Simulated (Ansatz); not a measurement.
GaGe3:

```
Ge Ga
1.0
     0.00000    3.38717    3.38717
     3.38717    0.00000    3.38717
     3.38717    3.38717    0.00000
Ge Ga
3 1
Direct
  0.50000 0.50000 0.50000
  0.75000 0.75000 0.75000
  0.25000 0.25000 0.25000
  0.00000 0.00000 0.00000
```

The cell comes from a database or a generator and needn't be the stable form of this composition.

A run of Ansatz 0.2.0 on this cell left the log below. Logs are shortened: lines on timing, memory, paths and dates and some standing lists are left out, and cuts for length are marked.

```text
Warning: RAYON_NUM_THREADS=2 ignored (pool sized by the plan → 2); use --threads N
Engine: ansatz 0.2.0, aarch64-unknown-linux-gnu
Pseudopotentials: kind: paw
Pseudopotential: Ge, paw, valence charge 14, recommended cutoff 420 eV (normal), Ge.paw.azcp
Pseudopotential: Ga, paw, valence charge 13, recommended cutoff 420 eV (normal), Ga.paw.azcp
Functional definition: PBEsol
  exchange = pbesol_x
  correlation = pbesol_c
Crystal: 4 atoms, lattice volume = 77.721 Å³
Basis set: ecut = 420 eV, 1471 PW (Γ), exchange–correlation on 72×72×72 points (8 copies of the dense FFT grid, shifted against one another)
Bands: 33, of which v1, the nominal top of the filled ones, is band 28 counted from 1 (27 counted from 0)
Symmetry: 48 space group operations
Space group: Fm-3m (ITA 225), of the structure as read, at distance tolerance 4.3e-5 Å
k-points: 20 of 343
Non-local potential: Ge, projectors of the file, l = 0: 2, l = 1: 2, l = 2: 3, l = 3: 1
Non-local potential: Ga, projectors of the file, l = 0: 2, l = 1: 2, l = 2: 3, l = 3: 1
PAW form: soft (Blöchl's): semilocal exchange-correlation on the pseudo side does not see the compensation charge
PAW frozen core: Ge, regenerated for the run's functional, and the local potential with it (the file was generated under x = pbe(κ = 0.804, μ = 0.2195149727645171), c = pbe(β = 0.06672455060314922))
PAW frozen core: Ga, regenerated for the run's functional, and the local potential with it (the file was generated under x = pbe(κ = 0.804, μ = 0.2195149727645171), c = pbe(β = 0.06672455060314922))
PAW one-centre angular grid: Ge, 590 points (default); XC on 64 Gauss nodes
PAW one-centre angular grid: Ga, 590 points (default); XC on 64 Gauss nodes
[... 92 lines left out ...]
  E_vpaw       = -1326.153346  (= ΣTr[D̂ρ^β])
  E_aug_tail   = 0.001052  (compensation charges beyond the density's cutoff)
  E_ewald      = -6344.853115
  E_core_change = 3.616786  (= ΣΔE_core)
  E_smearing   = -0.019373  (= −TS)
  E_closure    = 0.000000  (closes the sum)
  Σ components = -16502.286313   (vs F -16502.286313, Δ=0.00e0)
--- Forces (eV/Å), atoms counted from 1 ---
  atom   1  Ge     0.00000000     0.00000000    -0.00000000
  atom   2  Ge     0.00000000    -0.00000000    -0.00000000
  atom   3  Ge    -0.00000000     0.00000000     0.00000000
  atom   4  Ga     0.00000000    -0.00000000    -0.00000000
  max |Σ_I F_I| component: 1.39e-17 eV/Å
--- Stress (GPa, compression-positive) ---
       19.989519       0.000000      -0.000000
        0.000000      19.989519       0.000000
       -0.000000       0.000000      19.989519
  P = ⅓ Tr σ = 19.9895 GPa (199.895 kbar)
--- Band table (eV; the first three rows and the last of 20) ---
  k-point 0: bands = ["-10.8064", "-10.8064", "-10.7870", "-10.7870", "-10.7870", "-10.7417", "-10.7417", "-10.7417", "-10.6490", "-10.6490", "-10.6488", "-10.6488", "-10.6224", "-10.6224", "-10.6224", "-0.9381", "-0.9381", "-0.9381", "-0.8831", "-0.8831", "-0.6055", "8.8119", "10.1228", "11.8045", "11.8045", "11.8045", "12.0696", "12.0696", "12.0696", "14.0907", "14.0907", "14.0907", "14.6374", "18.6415", "18.6415", "26.5844", "26.5844", "26.5844"]
  k-point 1: bands = ["-10.7994", "-10.7994", "-10.7956", "-10.7936", "-10.7936", "-10.7352", "-10.7352", "-10.7244", "-10.6563", "-10.6563", "-10.6506", "-10.6506", "-10.6314", "-10.6190", "-10.6190", "-0.9441", "-0.9350", "-0.9350", "-0.8845", "-0.8845", "-0.3672", "7.7631", "9.1565", "11.0295", "11.0295", "11.5592", "12.5595", "12.9248", "12.9248", "13.8022", "13.8022", "15.0195", "16.8384", "19.7520", "19.7520", "24.5637", "25.6672", "25.6672"]
  k-point 2: bands = ["-10.8071", "-10.8071", "-10.7995", "-10.7781", "-10.7781", "-10.7241", "-10.7241", "-10.7038", "-10.6746", "-10.6746", "-10.6543", "-10.6543", "-10.6490", "-10.6134", "-10.6134", "-0.9608", "-0.9293", "-0.9293", "-0.8864", "-0.8864", "0.3510", "5.4253", "8.6865", "10.5809", "10.5809", "10.9142", "12.1189", "12.1189", "13.4204", "15.3109", "15.3109", "18.5333", "19.8178", "21.4204", "22.1863", "22.1863", "23.0729", "23.0729"]
  k-point 19: bands = ["-10.8184", "-10.8062", "-10.8012", "-10.7658", "-10.7452", "-10.7277", "-10.7247", "-10.7016", "-10.6889", "-10.6789", "-10.6739", "-10.6647", "-10.6347", "-10.6202", "-10.5965", "-0.9561", "-0.9400", "-0.9154", "-0.9065", "-0.8868", "3.4088", "3.8863", "4.4788", "6.1311", "10.4584", "12.7285", "12.8985", "13.5125", "17.0737", "17.8072", "18.0553", "20.0149", "20.4909", "21.8507", "22.0376", "22.4479", "25.9078", "26.4963"]
--- Relaxed structure (5 steps of the walk, 5 accepted, 1 SCFs on fresh bases) ---
  F+E_penalty+E_count = -16502.28631286 eV   max|allowed force component| = 1.185e-16 eV/Å   (the final SCF, on the basis selected at the relaxed cell)
  cell:  # Å, volume = 61.0114 Å³
    - [4.99983285229614e-34, 3.124594464151758, 3.124594464151758]
    - [3.124594464151758, 1.2993199638866408e-33, 3.124594464151758]
    - [3.124594464151758, 3.124594464151758, -3.917067250288484e-34]
  atoms:
    - { symbol: Ge, position: [0.5, 0.5, 0.5] }
    - { symbol: Ge, position: [0.75, 0.75, 0.75] }
    - { symbol: Ge, position: [0.25, 0.25, 0.25] }
    - { symbol: Ga, position: [-1.2694204064032785e-33, 1.2395098824217713e-33, 1.313397760970148e-33] }
```

**Question.** Write the input and the command behind it.

**Answer.** Relaxation of cell and atoms with PBEsol, no spin polarisation. The files as run (others can give the same):

input.yaml
```yaml
crystal:
  lattice:
    - [0.0, 3.387167, 3.387167]
    - [3.387167, 0.0, 3.387167]
    - [3.387167, 3.387167, 0.0]
  atoms:
    - { symbol: Ge, position: [0.5, 0.5, 0.5] }
    - { symbol: Ge, position: [0.75, 0.75, 0.75] }
    - { symbol: Ge, position: [0.25, 0.25, 0.25] }
    - { symbol: Ga, position: [0.0, 0.0, 0.0] }
hamiltonian:
  xc: pbesol
  pseudopotentials: { kind: paw }
kpoints:
  mp_grid: { grid: [7, 7, 7] }
scf:
  occupations: { method: fermi_dirac, width: 0.05 }
output:
  forces: true
  stress: true
  eigenvalues: true
relax:
  f_tol: 0.01
  max_steps: 40
  cell: { stress_tol: 0.05, p_target: 20.0 }
```

Potentials or basis: Ansatz PAW.
Run with:
```console
$ ansatz run input.yaml --threads 2 --pin off --max-ram 5632MiB --backend cpu --events-out ev --progress --plain --runs-dir out
```

Caveat: the volume moved by over 15 % at a fixed basis, so the end points are rough; the plane-wave basis is chosen anew once the cell has moved, so the energies of steps on either side of that aren't comparable; the PAW data sets come from PBE, with cores solved anew for the run's functional, which leaves a small shift of forces and pressure.
